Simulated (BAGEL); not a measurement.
# CH5FGeO (SMILES [CH3][GeH]([OH])[F]), step by step

We compute a series of 15 runs (B3LYP/def2-SVP, RI-MP2/def2-SVP) of CH5FGeO. 

Program for the calculation: BAGEL 1.2.2.

1 further run of the same task is left out (set aside as unsound or not needed).

### 1 The structure to begin with

The species is CH5FGeO (9 atoms), meant as a singlet with charge 0. As SMILES, `[CH3][GeH]([OH])[F]`. One bond was lengthened or shortened from a relaxed shape.

Bond lengths: C1–Ge2 1.635 Å, Ge2–O3 1.766 Å, Ge2–F4 1.745 Å, C1–H5 1.090 Å, C1–H6 1.091 Å, C1–H7 1.090 Å, Ge2–H8 1.538 Å, O3–H9 0.960 Å. Some angles: C1–Ge2–O3 107.0°, C1–Ge2–F4 108.4°, O3–Ge2–F4 106.8°, C1–Ge2–H8 118.4°, O3–Ge2–H8 111.2°, F4–Ge2–H8 104.4°, Ge2–C1–H5 108.9°, Ge2–C1–H6 110.1°, Ge2–C1–H7 110.2°, Ge2–O3–H9 113.6°.

### 2 A single-point energy at B3LYP/def2-SVP (density fitting with svp-jkfit) (run 1)

calc.json

```json
{ "bagel": [

{
  "title": "molecule",
  "basis": "svp",
  "df_basis": "svp-jkfit",
  "angstrom": true,
  "geometry": [
    { "atom": "C", "xyz": [   -0.555391,    0.733781,   -0.478332 ] },
    { "atom": "Ge", "xyz": [    0.088300,   -0.643700,    0.121500 ] },
    { "atom": "O", "xyz": [    1.270000,   -0.170700,    1.345500 ] },
    { "atom": "F", "xyz": [    0.974400,   -1.438600,   -1.153800 ] },
    { "atom": "H", "xyz": [    0.252509,    1.381781,   -0.818732 ] },
    { "atom": "H", "xyz": [   -1.124291,    1.250381,    0.295568 ] },
    { "atom": "H", "xyz": [   -1.213491,    0.508181,   -1.317632 ] },
    { "atom": "H", "xyz": [   -0.865500,   -1.725100,    0.656800 ] },
    { "atom": "H", "xyz": [    1.716500,   -0.914700,    1.755500 ] }
  ]
},
{ "title": "ks", "xc_func": "b3lyp" },
{ "title": "print", "file": "orbitals.molden", "orbitals": true }

]}
```

Command:

```
$ BAGEL_NUM_THREADS=1 BAGEL calc.json > calc.out
```

Output:

```text
* using 1 threads per process

  ===============================================================
  ===============================================================

  *** Geometry ***

  { "atom" : "C", "xyz" : [     -1.049537,      1.386645,     -0.903916 ] },
  { "atom" : "Ge", "xyz" : [      0.166863,     -1.216417,      0.229602 ] },
  { "atom" : "O", "xyz" : [      2.399952,     -0.322576,      2.542627 ] },
  { "atom" : "F", "xyz" : [      1.841349,     -2.718560,     -2.180366 ] },
  { "atom" : "H", "xyz" : [      0.477173,      2.611188,     -1.547179 ] },
  { "atom" : "H", "xyz" : [     -2.124602,      2.362878,      0.558543 ] },
  { "atom" : "H", "xyz" : [     -2.293166,      0.960323,     -2.489964 ] },
  { "atom" : "H", "xyz" : [     -1.635558,     -3.259967,      1.241172 ] },
  { "atom" : "H", "xyz" : [      3.243715,     -1.728532,      3.317414 ] },

  Number of auxiliary basis functions:      585

  Since a DF basis is specified, we compute 2- and 3-index integrals:
    o Being stored without compression. Storage requirement is 0.046 GB

  Number of basis functions:       99
  Number of electrons      :       60

    * METHOD: MOLECULE                             0.38

  *** Kohn-Sham DFT ***

    * Removing 16685 points whose weight is below 1.00e-10
    * Grid points: 117469

  === Nuclear Repulsion ===
   331.0412087287

       - DIIS with orbital gradients will be used.

  === KS iteration (b3lyp / svp) ===
      0      -2210.99804851          0.11241480           0.60
      1      -1975.53324413          0.24964934           0.64
      2      -2208.33484965          0.10899331           0.85
      3      -2175.27981669          0.20438103           0.68
      4      -2188.18780090          0.19985289           0.64
      5      -2191.77100859          0.20437634           0.61
[... 92 lines of this table left out ...]
     98      -2213.63147300          0.11723606           0.52
     99      -2190.73338071          0.20330252           0.52
    * Max iteration reached in SCF.

    * Permanent dipole moment:
           (    1.977132,    35.641860,    24.945250) a.u.

    * METHOD: KS                                  60.28

    * METHOD: PRINT                                0.02

  ===============================================================
```

It took 61 s on 1 thread of Arm Neoverse V2, shared host; peak memory 0.57 GiB.

The run stopped without converging.

### 3 Bond 2-1 at 1.923 A: a single-point energy at RI-MP2/def2-SVP (density fitting with svp-jkfit) (run 2)

mp2.json

```json
{ "bagel" : [

{
  "title" : "molecule",
  "basis" : "svp",
  "df_basis" : "svp-jkfit",
  "angstrom" : true,
  "geometry" : [
    { "atom" : "C", "xyz" : [   -0.669007,    0.976915,   -0.584207 ] },
    { "atom" : "Ge", "xyz" : [    0.088300,   -0.643700,    0.121500 ] },
    { "atom" : "O", "xyz" : [    1.270000,   -0.170700,    1.345500 ] },
    { "atom" : "F", "xyz" : [    0.974400,   -1.438600,   -1.153800 ] },
    { "atom" : "H", "xyz" : [    0.138893,    1.624915,   -0.924607 ] },
    { "atom" : "H", "xyz" : [   -1.237907,    1.493515,    0.189693 ] },
    { "atom" : "H", "xyz" : [   -1.327107,    0.751315,   -1.423507 ] },
    { "atom" : "H", "xyz" : [   -0.865500,   -1.725100,    0.656800 ] },
    { "atom" : "H", "xyz" : [    1.716500,   -0.914700,    1.755500 ] }
  ]
},
{
  "title" : "hf",
  "charge" : 0
},
{
  "title" : "mp2",
  "charge" : 0,
  "ncore" : 12
}

]}
```

Command:

```
$ BAGEL_NUM_THREADS=1 BAGEL mp2.json > mp2.out
```

Output:

```text
* using 1 threads per process

  ===============================================================
  ===============================================================

  *** Geometry ***

  { "atom" : "C", "xyz" : [     -1.264240,      1.846102,     -1.103991 ] },
  { "atom" : "Ge", "xyz" : [      0.166863,     -1.216417,      0.229602 ] },
  { "atom" : "O", "xyz" : [      2.399952,     -0.322576,      2.542627 ] },
  { "atom" : "F", "xyz" : [      1.841349,     -2.718560,     -2.180366 ] },
  { "atom" : "H", "xyz" : [      0.262470,      3.070644,     -1.747254 ] },
  { "atom" : "H", "xyz" : [     -2.339305,      2.822334,      0.358468 ] },
  { "atom" : "H", "xyz" : [     -2.507869,      1.419780,     -2.690038 ] },
  { "atom" : "H", "xyz" : [     -1.635558,     -3.259967,      1.241172 ] },
  { "atom" : "H", "xyz" : [      3.243715,     -1.728532,      3.317414 ] },

  Number of auxiliary basis functions:      585

  Since a DF basis is specified, we compute 2- and 3-index integrals:
    o Being stored without compression. Storage requirement is 0.046 GB

  Number of basis functions:       99
  Number of electrons      :       60

    * METHOD: MOLECULE                             0.35

  *** RHF ***

  === Nuclear Repulsion ===
   316.9892432826

      * DIIS with orbital gradients will be used.

  === RHF iteration (svp) ===
      0      -2289.79315516          0.01979052           0.15
      1      -2289.97623662          0.01289759           0.15
      2      -2290.08379293          0.00136462           0.21
      3      -2290.08535450          0.00050156           0.15
      4      -2290.08554157          0.00006966           0.15
      5      -2290.08554800          0.00002488           0.15
      6      -2290.08554859          0.00001160           0.15
      7      -2290.08554875          0.00000200           0.15
      8      -2290.08554876          0.00000083           0.15
      9      -2290.08554876          0.00000027           0.15
     10      -2290.08554876          0.00000009           0.15
     11      -2290.08554876          0.00000004           0.15
     12      -2290.08554876          0.00000001           0.15
     13      -2290.08554876          0.00000000           0.15
    * SCF iteration converged.

    * Permanent dipole moment:
           (    0.704248,    -0.055424,    -0.453190) a.u.

    * METHOD: HF                                   2.49

  *** RHF ***

  === Nuclear Repulsion ===
   316.9892432826

      * DIIS with orbital gradients will be used.

  === RHF iteration (svp) ===
      0      -2290.08554876          0.00000000           0.14
    * SCF iteration converged.

    * Permanent dipole moment:
           (    0.704248,    -0.055423,    -0.453190) a.u.

  === DF-MP2 calculation ===

    * freezing 12 orbitals
    * 3-index integral transformation done
    * assembly done

      MP2 correlation energy:   -0.7502473752      0.10

      MP2 total energy:       -2290.8357961349

    * METHOD: MP2                                  0.42

  ===============================================================
```

Run time: 3.6 s. Hardware: 1 thread of Arm Neoverse V2, shared host; peak memory 0.17 GiB.

Runs 3 to 14 aren't shown in full; the table further down has their settings and results.

### 4 Bond 2-1 at 5.384 A: the energy at B3LYP/def2-SVP (density fitting with svp-jkfit) (run 15)

calc.json

```json
{ "bagel": [

{
  "title": "molecule",
  "basis": "svp",
  "df_basis": "svp-jkfit",
  "angstrom": true,
  "geometry": [
    { "atom": "C", "xyz": [      -2.032120,       3.893938,      -1.854442 ] },
    { "atom": "Ge", "xyz": [       0.088300,      -0.643700,       0.121500 ] },
    { "atom": "O", "xyz": [       1.270000,      -0.170700,       1.345500 ] },
    { "atom": "F", "xyz": [       0.974400,      -1.438600,      -1.153800 ] },
    { "atom": "H", "xyz": [      -1.224220,       4.541938,      -2.194842 ] },
    { "atom": "H", "xyz": [      -2.601020,       4.410538,      -1.080542 ] },
    { "atom": "H", "xyz": [      -2.690220,       3.668338,      -2.693742 ] },
    { "atom": "H", "xyz": [      -0.865500,      -1.725100,       0.656800 ] },
    { "atom": "H", "xyz": [       1.716500,      -0.914700,       1.755500 ] }
  ]
},

{
  "title": "ks",
  "xc_func": "b3lyp"
},

{
  "title": "print",
  "file": "orbitals.molden",
  "orbitals": true
}

]}
```

Command:

```
$ BAGEL_NUM_THREADS=1 BAGEL calc.json > calc.out
```

Output:

```text
* using 1 threads per process

  ===============================================================
  ===============================================================

  *** Geometry ***

  { "atom" : "C", "xyz" : [     -3.840150,      7.358476,     -3.504387 ] },
  { "atom" : "Ge", "xyz" : [      0.166863,     -1.216417,      0.229602 ] },
  { "atom" : "O", "xyz" : [      2.399952,     -0.322576,      2.542627 ] },
  { "atom" : "F", "xyz" : [      1.841349,     -2.718560,     -2.180366 ] },
  { "atom" : "H", "xyz" : [     -2.313441,      8.583019,     -4.147650 ] },
  { "atom" : "H", "xyz" : [     -4.915215,      8.334709,     -2.041928 ] },
  { "atom" : "H", "xyz" : [     -5.083779,      6.932154,     -5.090435 ] },
  { "atom" : "H", "xyz" : [     -1.635558,     -3.259967,      1.241172 ] },
  { "atom" : "H", "xyz" : [      3.243715,     -1.728532,      3.317414 ] },

  Number of auxiliary basis functions:      585

  Since a DF basis is specified, we compute 2- and 3-index integrals:
    o Being stored without compression. Storage requirement is 0.046 GB

  Number of basis functions:       99
  Number of electrons      :       60

    * METHOD: MOLECULE                             0.34

  *** Kohn-Sham DFT ***

    * Removing 12826 points whose weight is below 1.00e-10
    * Grid points: 121328

  === Nuclear Repulsion ===
   256.9114370515

       - DIIS with orbital gradients will be used.

  === KS iteration (b3lyp / svp) ===
      0      -2199.75812304          0.10670557           0.61
      1      -1781.52392756          0.16352070           0.62
      2      -2153.47287918          0.11802096           0.64
      3      -2244.41054185          0.16509383           0.57
      4      -2289.74537183          0.06056512           0.62
      5      -2290.13904375          0.05686472           0.57
[... 29 lines of this table left out ...]
     35      -2292.66617448          0.00000003           0.60
     36      -2292.66617448          0.00000000           0.59
    * SCF iteration converged.

    * Permanent dipole moment:
           (    0.560059,    -0.127869,    -0.361591) a.u.

    * METHOD: KS                                  22.39

    * METHOD: PRINT                                0.02

  ===============================================================
```

Run time: 23 s. Hardware: 1 thread of Arm Neoverse V2, shared host; peak memory 0.59 GiB.

### 5 The series

```tsv
run	level	frozen core orbitals	partner	energy (Eh)	wall time
1	B3LYP/def2-SVP (density fitting with svp-jkfit)	–	bond 2-1 at 1.635 A	not converged	61 s
2	RI-MP2/def2-SVP (density fitting with svp-jkfit)	12	bond 2-1 at 1.923 A	-2290.835796	3.6 s
3	B3LYP/def2-SVP (density fitting with svp-jkfit)	–	bond 2-1 at 1.923 A	-2292.868369	28 s
4	RI-MP2/def2-SVP (density fitting with svp-jkfit)	12	bond 2-1 at 2.211 A	-2290.815265	3.6 s
5	B3LYP/def2-SVP (density fitting with svp-jkfit)	–	bond 2-1 at 2.211 A	-2292.851871	23 s
6	RI-MP2/def2-SVP (density fitting with svp-jkfit)	12	bond 2-1 at 2.596 A	-2290.766065	3.9 s
7	B3LYP/def2-SVP (density fitting with svp-jkfit)	–	bond 2-1 at 2.596 A	-2292.808331	25 s
8	RI-MP2/def2-SVP (density fitting with svp-jkfit)	12	bond 2-1 at 3.077 A	-2290.710519	3.9 s
9	B3LYP/def2-SVP (density fitting with svp-jkfit)	–	bond 2-1 at 3.077 A	-2292.758245	21 s
10	RI-MP2/def2-SVP (density fitting with svp-jkfit)	12	bond 2-1 at 3.654 A	-2290.666342	4.2 s
11	B3LYP/def2-SVP (density fitting with svp-jkfit)	–	bond 2-1 at 3.654 A	-2292.716077	18 s
12	RI-MP2/def2-SVP (density fitting with svp-jkfit)	12	bond 2-1 at 4.423 A	-2290.643323	4.2 s
13	B3LYP/def2-SVP (density fitting with svp-jkfit)	–	bond 2-1 at 4.423 A	-2292.683905	18 s
14	RI-MP2/def2-SVP (density fitting with svp-jkfit)	12	bond 2-1 at 5.384 A	-2290.656746	3.9 s
15	B3LYP/def2-SVP (density fitting with svp-jkfit)	–	bond 2-1 at 5.384 A	-2292.666174	23 s
```

### 6 Summary of results

| quantity | value |
| --- | --- |
| bond 2-1 at 5.384 A, run 15: total energy | -2292.66617 Eh |
| bond 2-1 at 5.384 A, run 15: dipole moment | 1.73 D |
| bond 2-1 at 5.384 A, run 15: HOMO energy | -5.54 eV |
| bond 2-1 at 5.384 A, run 15: LUMO energy | -4.78 eV |
| bond 2-1 at 5.384 A, run 15: HOMO–LUMO gap | 0.77 eV |

What this shows: In runs 10, 11, 12, 13, 14, 15 a closed-shell determinant meets a far-stretched bond, which it describes badly. All runs together took 4.1 min, the longest 61 s. 1 of the 15 runs did not end normally.
